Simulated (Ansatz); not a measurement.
# Lu: the crystal squeezed far

An exercise on one series of results from a longer session: the logs are not shown, and one member is left open.

Program: Ansatz 0.2.0. Level of theory: DFT, PBE, PAW with Ansatz's default frozen-core files, scalar-relativistic. These are calculated values, not measurements.

### Starting point

The structure is hexagonal, space group P6_3/mmc (No. 194). The conventional cell has a = 3.465 Å, b = 3.465 Å, c = 5.613 Å, α = 90.00°, β = 90.00°, γ = 120.00°. Around Lu (site symmetry -6m2) lie 12 Lu at 3.45 to 3.46 Å.

As a file:

```xyz
2
Lattice="3.4645 0.0000 0.0000 -1.7323 3.0004 0.0000 0.0000 0.0000 5.6126" Properties=species:S:1:pos:R:3 pbc="T T T"
Lu    0.0000    2.0003    1.4031
Lu    1.7323    1.0001    4.2094
```

Whether this phase is the stable one at these pressures isn't tested.

Atoms are numbered in the order of the input: Lu1, Lu2.

Set-up of the first run:

Contents of input.yaml:

```yaml
crystal:
  lattice:
    - [3.464537147, 0.0, 0.0]
    - [-1.7322685735, 3.0003771817, 0.0]
    - [0.0, 0.0, 5.6125501781]
  atoms:
    - { symbol: Lu, position: [0.3333333333, 0.6666666667, 0.25] }
    - { symbol: Lu, position: [0.6666666667, 0.3333333333, 0.75] }
kpoints:
  mp_grid: { grid: [14, 14, 8] }
scf:
  occupations: { method: fermi_dirac, width: 0.05 }
hamiltonian:
  xc: pbe
  pseudopotentials: { kind: paw }
output:
  forces: true
  stress: true
relax:
  f_tol: 0.005
  max_steps: 40
  cell: {}
```

Started as:

```bash
$ ansatz run input.yaml --threads 1 --pin off --max-ram 2048MiB --backend cpu --events-out ev --progress --plain --runs-dir out
```

Among the steps run: Cell relaxed at zero pressure, PAW; Volume scaled by 1, PAW; Shape and atoms relaxed at 0.88 of the volume, PAW; Volume scaled by 0.88, PAW; Volume scaled by 0.88, PAW (cutoff 600 eV); Shape and atoms relaxed at 0.78 of the volume, PAW; Volume scaled by 0.78, PAW; Shape and atoms relaxed at 0.68 of the volume, PAW; Volume scaled by 0.68, PAW; Shape and atoms relaxed at 0.58 of the volume, PAW; Volume scaled by 0.58, PAW; Shape and atoms relaxed at 0.5 of the volume, PAW; Volume scaled by 0.5, PAW; Shape and atoms relaxed at 0.43 of the volume, PAW; Volume scaled by 0.43, PAW; Volume scaled by 0.43, PAW (cutoff 250 eV).

One of the session's tables, all rows but one given; the rest of the session is left out.

| method | volume over the first | volume (Å³/atom) | pressure (GPa) |
| --- | --- | --- | --- |
| PAW | 1 | 29.100 | -0.01 |
| PAW | 0.88 | 25.608 | 7.33 |
| PAW | 0.78 | 22.698 | 17.22 |
| PAW | 0.68 | 19.788 | 32.86 |
| PAW | 0.58 | 16.878 | 60.26 |
| PAW | 0.5 | 14.550 | 99.43 |
| PAW | 0.43 | 12.513 | 160.99 |
| PAW (cutoff 250 eV) | 0.43 | 12.513 | 161.34 |
| PAW (cutoff 600 eV) | 0.88 | ? | ? |

Q: Estimate the row for PAW (cutoff 600 eV), 0.88 from the others.

**Answer.** volume (Å³/atom): 25.608; pressure (GPa): 7.32.

Limits of these values: Warnings in the runs' records: eigensolver not converged, forces off the residual converged image, bands unlocked at the loops exit, cutoff below recommended.
